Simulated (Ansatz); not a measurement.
# C2H3Br3: the cost of one run

Method: the settings change from run to run; program: Ansatz 0.2.0, Gaussian basis.

### 1 The geometry

The geometry comes from an earlier relaxation with PBE0-D4 in a triple-zeta def2 set; it is a stationary point, not always the lowest conformer.

SMILES `BrCC(Br)Br`, 8 atoms, charge 0, spin multiplicity 1.

Atoms are counted from 1 here; the program's logs count them from 0.

Bond lengths: Br1–C2 1.938 Å, C2–C3 1.503 Å, C2–H6 1.087 Å, C2–H7 1.088 Å, C3–Br4 1.928 Å, C3–Br5 1.943 Å, C3–H8 1.085 Å. Angles: Br1–C2–C3 111.4°, Br1–C2–H6 107.5°, Br1–C2–H7 106.3°, C3–C2–H6 111.6°, C3–C2–H7 109.7°, H6–C2–H7 110.1°, C2–C3–Br4 112.6°, C2–C3–Br5 107.8°, C2–C3–H8 112.6°, Br4–C3–Br5 111.0°, Br4–C3–H8 106.6°, Br5–C3–H8 106.2°.

### 2 BHLYP/cc-pVTZ

This run has multiplicity 3, restricted open-shell orbitals, a point charge of 2.00 e beside it, the search for lower states set to off.

Contents of in.yaml:

```yaml
crystal:
  periodic: [false, false, false]
  atoms:
    - {symbol: Br, position_ang: [-0.104392, -1.612004, 1.657801]}
    - {symbol: C, position_ang: [0.162536, 0.085601, 0.762087]}
    - {symbol: C, position_ang: [-0.000661, -0.047351, -0.726597]}
    - {symbol: Br, position_ang: [-1.813771, -0.455808, -1.239063]}
    - {symbol: Br, position_ang: [0.595195, 1.613833, -1.538801]}
    - {symbol: H, position_ang: [-0.549697, 0.792566, 1.180751]}
    - {symbol: H, position_ang: [1.179323, 0.396049, 0.994170]}
    - {symbol: H, position_ang: [0.623670, -0.829886, -1.146148]}
basis:
  gaussian: {orbitals: cc-pVTZ, point_charges: [{charge: 2.00, position_ang: [4.792, -0.138, -0.960]}]}
magnetization: {spin_polarized: false, initial_magnetization: 2}
hamiltonian: {xc: {name: BHLYP}}
scf: {lower_state_search: off}
```

Run with:

```
> ansatz run in.yaml --threads 2 --pin off --events-out ev --progress --plain --max-ram 20480MiB --backend cpu
```

Q: Estimate wall time and peak memory on 2 threads of AMD EPYC 7R13, shared host.

About 12 s, with a peak of 1.2 GiB.
